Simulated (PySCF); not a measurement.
# C2H6O2Pb (Pb(OCH3)22+): the cost of one run

The runs use PySCF 2.14.0; several levels, as the steps say, no spin–orbit coupling.

3 further runs of the same task are left out: 2 for a known fault of the program, 1 that didn't finish.

**1. The system as given**

11 atoms, charge 2, spin multiplicity 1.

Bond lengths: Pb1–O2 1.891 Å, Pb1–O7 1.891 Å, C3–H4 1.096 Å, C3–H5 1.096 Å, C3–H6 1.096 Å, C8–H9 1.096 Å, C8–H10 1.096 Å, C8–H11 1.096 Å. Angles: O2–Pb1–O7 180.0°, H4–C3–H5 116.1°, H4–C3–H6 116.1°, H5–C3–H6 116.1°, H9–C8–H10 116.1°, H9–C8–H11 116.1°, H10–C8–H11 116.1°.

Coordinates:

```
Pb    0.00000    0.00000    0.00000
O     0.00000    0.00000    1.89114
C     0.00000    0.00000    3.51556
H    -1.07416    0.00001    3.73470
H     0.53707   -0.93025    3.73470
H     0.53709    0.93024    3.73470
O     0.00000    0.00000   -1.89114
C     0.00000    0.00000   -3.51556
H    -1.07416    0.00001   -3.73470
H     0.53709    0.93024   -3.73470
H     0.53707   -0.93025   -3.73470
```

Formal oxidation states: Pb +4. An earlier session relaxed this geometry at B3LYP, Pb def2-SVP with ECP60, O def2-SVP, C def2-SVP, H def2-SVP (singlet, point group D3h). Its vibrations showed it to be a saddle point, relaxed within its symmetry.

At B3LYP on the finer grid: E = -422.094629 Eh, HOMO -18.55 eV, LUMO -16.14 eV, Mulliken charge on Pb1 +1.65 e, largest force component 0.009 eV/Å. 

Levels to run: revPBE; PBE; BLYP; TPSSh; B3LYP, TZVP; B3LYP, x2c-SVP. Hardware: 2 threads of Arm Neoverse V2, shared host.

**2. revPBE**

run.py (the lines that set the calculation) reads:

```python
mol = gto.M(atom='''
Pb     0.00000     0.00000     0.00000
O      0.00000     0.00000     1.89114
C      0.00000     0.00000     3.51556
H     -1.07416     0.00001     3.73470
H      0.53707    -0.93025     3.73470
H      0.53709     0.93024     3.73470
O      0.00000     0.00000    -1.89114
C      0.00000     0.00000    -3.51556
H     -1.07416     0.00001    -3.73470
H      0.53709     0.93024    -3.73470
H      0.53707    -0.93025    -3.73470''',
    basis={'Pb': 'def2-SVP', 'O': 'def2-SVP', 'C': 'def2-SVP', 'H': 'def2-SVP'},
    ecp={'Pb': 'def2-SVP'},
    charge=2, spin=0)
mf = dft.RKS(mol, xc='PBE_R,PBE')
mf.grids.atom_grid = (75, 302)
mf = mf.density_fit()  # fitting sets: Pb def2-universal-JKFIT, O def2-universal-JKFIT, C def2-universal-JKFIT, H def2-universal-JKFIT
mf.conv_tol = 1e-08; mf.max_cycle = 55
mf.kernel(dm0)  # dm0: the density of the relaxed state
```

Started as:

```bash
> OMP_NUM_THREADS=2 python run.py
```

**Question.** How long does this run take on 2 threads of Arm Neoverse V2, shared host?

About 7.1 s.
